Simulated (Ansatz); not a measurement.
**C3H8Te: up Jacob's ladder to CCSD(T)**

An exercise on one series of results from a longer session: the logs are not shown, and one member is left open.

Computed with Ansatz 0.2.0, Gaussian basis. Level: functionals in def2-TZVPP, the program's frozen cores in correlated methods.

The runs, in order: LDA (SPW92), PBE-D4, revPBE-D4, BLYP-D4, r2SCAN-D4, B97M-V, PBE0-D4, B3LYP-D4, r2SCANh-D4, r2SCAN0-D4, HSE06-D4, BHLYP-D4, CAM-B3LYP-D4, LC-ωPBE, ωB97X-V, ωB97M-V, B2PLYP, PBE-QIDH; CCSD(T)/def2-SVP; CCSD(T)/def2-TZVPP; MP2/def2-QZVPP; extrapolation to the limit; RPA on PBE.

### The relaxed structure

The geometry comes from an earlier relaxation with PBE0-D4 in a triple-zeta def2 set; it is a stationary point, not always the lowest conformer. Te takes the def2 core potential; no spin-orbit term is included.

SMILES `CC[Te]C`, 12 atoms, charge 0, spin multiplicity 1.

Atoms are counted from 1 here; the program's logs count them from 0.

Bond lengths: C1–C2 1.515 Å, C1–H5 1.094 Å, C1–H6 1.093 Å, C1–H7 1.093 Å, C2–Te3 2.151 Å, C2–H8 1.091 Å, C2–H9 1.091 Å, Te3–C4 2.137 Å, C4–H10 1.088 Å, C4–H11 1.088 Å, C4–H12 1.089 Å. Angles: C2–C1–H5 110.5°, C2–C1–H6 111.5°, C2–C1–H7 111.5°, H5–C1–H6 107.6°, H5–C1–H7 107.6°, H6–C1–H7 107.9°, C1–C2–Te3 111.0°, C1–C2–H8 111.5°, C1–C2–H9 111.5°, Te3–C2–H8 107.0°, Te3–C2–H9 106.9°, H8–C2–H9 108.7°, C2–Te3–C4 94.6°, Te3–C4–H10 109.9°, Te3–C4–H11 109.9°, Te3–C4–H12 107.3°, H10–C4–H11 110.7°, H10–C4–H12 109.5° and more.

Geometry (Å):

```mol
C3H8Te
  3D, bonds by distance, orders not assigned

 12 11  0  0  0  0  0  0  0  0999 V2000
   -0.1992    2.1194    0.0646 C   0  0
   -0.3893    0.6327   -0.1540 C   0  0
    1.2720   -0.4808    0.6368 Te  0  0
    0.4883   -2.3846    0.0656 C   0  0
   -1.0479    2.6784   -0.3399 H   0  0
   -0.1202    2.3614    1.1271 H   0  0
    0.7037    2.4850   -0.4303 H   0  0
   -1.2855    0.2661    0.3477 H   0  0
   -0.4584    0.3902   -1.2150 H   0  0
    0.3745   -2.4283   -1.0159 H   0  0
   -0.4658   -2.5552    0.5607 H   0  0
    1.2047   -3.1396    0.3867 H   0  0
  1  2  8  0
  2  3  8  0
  3  4  8  0
  1  5  8  0
  1  6  8  0
  1  7  8  0
  2  8  8  0
  2  9  8  0
  4 10  8  0
  4 11  8  0
  4 12  8  0
M  END
```

Set-up of the first run:

The input, in.yaml:

```yaml
crystal:
  periodic: [false, false, false]
  atoms:
    - {symbol: C, position_ang: [-0.199224, 2.119424, 0.064608]}
    - {symbol: C, position_ang: [-0.389296, 0.632732, -0.154007]}
    - {symbol: Te, position_ang: [1.272008, -0.480773, 0.636790]}
    - {symbol: C, position_ang: [0.488260, -2.384569, 0.065563]}
    - {symbol: H, position_ang: [-1.047872, 2.678420, -0.339885]}
    - {symbol: H, position_ang: [-0.120160, 2.361408, 1.127130]}
    - {symbol: H, position_ang: [0.703654, 2.484962, -0.430303]}
    - {symbol: H, position_ang: [-1.285512, 0.266095, 0.347667]}
    - {symbol: H, position_ang: [-0.458353, 0.390223, -1.215012]}
    - {symbol: H, position_ang: [0.374502, -2.428294, -1.015884]}
    - {symbol: H, position_ang: [-0.465761, -2.555219, 0.560652]}
    - {symbol: H, position_ang: [1.204656, -3.139609, 0.386680]}
basis:
  gaussian: {orbitals: def2-TZVPP}
hamiltonian: {xc: lda}
output: {orbitals: {seedname: orbitals}}
```

Steps of the session up to this table: LDA; PBE-D4 (GGA); revPBE-D4 (GGA); BLYP-D4 (GGA); r2SCAN-D4 (meta-GGA); B97M-V (meta-GGA); PBE0-D4 (hybrid); B3LYP-D4 (hybrid); r2SCANh-D4 (hybrid); r2SCAN0-D4 (hybrid); HSE06-D4 (hybrid); BHLYP-D4 (hybrid); CAM-B3LYP-D4 (range-separated); LC-ωPBE-D4 (range-separated; the results give it without D4); ωB97X-V (range-separated); ωB97M-V (range-separated); B2PLYP (double hybrid); PBE-QIDH (double hybrid).

One of the session's tables, all rows but one given; the rest of the session is left out.

It belongs to the step «Frontier levels by functional». 

| functional | HOMO (eV) | gap (eV) |
| --- | --- | --- |
| LDA (SPW92) | -4.72 | 3.30 |
| PBE-D4 | -4.58 | 3.36 |
| revPBE-D4 | -4.53 | 3.40 |
| BLYP-D4 | -4.43 | 3.30 |
| r2SCAN-D4 | -4.79 | 3.80 |
| B97M-V | -4.82 | 3.76 |
| PBE0-D4 | ? | ? |
| B3LYP-D4 | -5.41 | 4.77 |
| r2SCANh-D4 | -5.17 | 4.48 |
| r2SCAN0-D4 | -5.74 | 5.48 |
| HSE06-D4 | -5.22 | 4.44 |
| BHLYP-D4 | -6.50 | 6.91 |
| CAM-B3LYP-D4 | -6.86 | 7.41 |
| LC-ωPBE | -8.15 | 9.85 |
| ωB97X-V | -7.84 | 9.39 |
| ωB97M-V | -7.74 | 9.06 |

**Question.** Estimate the row for PBE0-D4.

The run gave: HOMO (eV): -5.61; gap (eV): 5.21. In the column «HOMO (eV)» it lies between r2SCAN0-D4 (-5.74) and B3LYP-D4 (-5.41).
